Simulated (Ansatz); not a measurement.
**H4O2SSi: small, medium and large basis sets**

One table from this session's results is given with a row withheld; the runs are named, their logs left out.

Program: Ansatz 0.2.0, Gaussian basis. Level of theory: one geometry, several basis sets. These are calculated values, not measurements.

The runs, in order: PBE0-D4/def2-SVP; ωB97M-V/def2-SVP; PBE0-D4/def2-QZVPP; ωB97M-V/def2-QZVPP; the functionals' def2-TZVPP values are taken from earlier runs.

## The geometry

All runs share one geometry, relaxed beforehand with PBE0-D4 in a triple-zeta def2 set.

8 atoms, charge 0, spin multiplicity 1.

Atoms are counted from 1 here; the program's logs count them from 0.

Bond lengths: O1–Si2 1.641 Å, O1–H5 0.959 Å, Si2–O3 1.629 Å, Si2–S4 2.137 Å, Si2–H6 1.476 Å, O3–H7 0.959 Å, S4–H8 1.345 Å. Angles: Si2–O1–H5 116.5°, O1–Si2–O3 106.1°, O1–Si2–S4 110.0°, O1–Si2–H6 114.4°, O3–Si2–S4 115.3°, O3–Si2–H6 107.0°, S4–Si2–H6 104.3°, Si2–O3–H7 117.6°, Si2–S4–H8 94.4°.

Coordinates:

```mol
H4O2SSi
  3D, bonds by distance, orders not assigned

  8  7  0  0  0  0  0  0  0  0999 V2000
   -0.6498    1.0548   -0.7853 O   0  0
    0.2682    0.3034    0.3490 Si  0  0
    1.6702   -0.0830   -0.3860 O   0  0
   -0.8077   -1.3429    1.1848 S   0  0
   -1.5912    1.1018   -0.6104 H   0  0
    0.6088    1.1442    1.5132 H   0  0
    1.6356   -0.3082   -1.3173 H   0  0
   -1.0417   -1.9273   -0.0036 H   0  0
  1  2  8  0
  2  3  8  0
  2  4  8  0
  1  5  8  0
  2  6  8  0
  3  7  8  0
  4  8  8  0
M  END
```

The first run:

in.yaml reads:

```yaml
crystal:
  periodic: [false, false, false]
  atoms:
    - {symbol: O, position_ang: [-0.649801, 1.054808, -0.785309]}
    - {symbol: Si, position_ang: [0.268249, 0.303393, 0.349024]}
    - {symbol: O, position_ang: [1.670166, -0.083003, -0.386045]}
    - {symbol: S, position_ang: [-0.807746, -1.342900, 1.184753]}
    - {symbol: H, position_ang: [-1.591248, 1.101813, -0.610442]}
    - {symbol: H, position_ang: [0.608759, 1.144187, 1.513201]}
    - {symbol: H, position_ang: [1.635566, -0.308219, -1.317319]}
    - {symbol: H, position_ang: [-1.041747, -1.927276, -0.003562]}
basis:
  gaussian: {orbitals: def2-SVP}
hamiltonian: {xc: pbe0, dispersion: d4}
output: {orbitals: {seedname: orbitals}}
```

Started as:

```console
ansatz run in.yaml --threads 2 --pin off --events-out ev --progress --plain --max-ram 4352MiB
```

Steps of the session up to this table: PBE0-D4 in def2-SVP; ωB97M-V in def2-SVP; PBE0-D4 in def2-QZVPP; ωB97M-V in def2-QZVPP.

One table of the session follows, with a row left open; its other results are not shown here.

It belongs to the step «Functionals by basis». 

```
functional       basis  HOMO (eV)  LUMO (eV)
   PBE0-D4    def2-SVP      -7.50       0.95
   PBE0-D4  def2-TZVPP      -7.67       0.43
   PBE0-D4  def2-QZVPP      -7.71       0.10
   ωB97M-V    def2-SVP      -9.69       2.81
   ωB97M-V  def2-TZVPP      -9.89       2.02
   ωB97M-V  def2-QZVPP          ?          ?
```

Estimate the missing values for ωB97M-V, def2-QZVPP.

The run gave: HOMO (eV): -9.94; LUMO (eV): 1.37. In the column «HOMO (eV)» it is the lowest.
